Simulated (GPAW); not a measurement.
Runs of GPAW 26.7.0 on HPbNO4. The typed cell holds 7 atoms: a = 3.858 Å, b = 5.535 Å, c = 6.055 Å, α = 106.62°, β = 93.97°, γ = 90.45°. The cell was built by a generator and needn't be a form met in nature.

| level | potentials or basis | gap on the mesh (eV) | pressure (GPa) | largest force (eV/Å) |
| --- | --- | --- | --- | --- |
| r2SCAN | GPAW PAW data sets (gpaw-data 1.2.1), pw | 3.47 | -2.6 | 0.66 |
| PW91 | PAW data sets generated in the run's folder for this functional, pw | 3.13 | -0.5 | 0.11 |
| LDA | the program's PAW data sets (release 1.2.1) made for this functional, pw | 3.09 | -4.7 | 0.93 |
| AM05 | PAW data sets generated in the run's folder for this functional, pw | 3.15 | -2.0 | 0.55 |
| SCAN | GPAW PAW data sets (gpaw-data 1.2.1), pw | 3.43 | (a) | - |
| PBEsol | PAW data sets generated in the run's folder for this functional, pw | 3.14 | (b) | 0.53 |
| GLLB-SC | the program's PAW data sets (release 1.2.1) made for this functional, pw | 4.54 | - | - |

Alike in all rows: task band structure; no spin polarisation; cell as given; k mesh 5 × 4 × 4; cutoff (eV) 800; smearing fermi-dirac 0.05 eV.

Problem. Estimate the missing entries.

Solution. (a) -3.1; (b) -2.4.

Caveats: spin-orbit coupling is left out, which as a rule narrows the gap of such compounds by several tenths of an eV; the PAW data sets were made with another functional, which shifts forces and pressure a little (some runs); the forces don't sum to zero, a sign of grid noise (some runs); the GLLB-SC gap is the Kohn-Sham gap of the path plus the derivative discontinuity (some runs); a model potential gives levels but no total energy (some runs); an odd mesh through Γ misses points on the zone boundary, where band edges often lie (some runs).

A k mesh can miss the band edges, and the runs leave out spin-orbit coupling on Pb.

Runs at the PBE level aren't shown here.
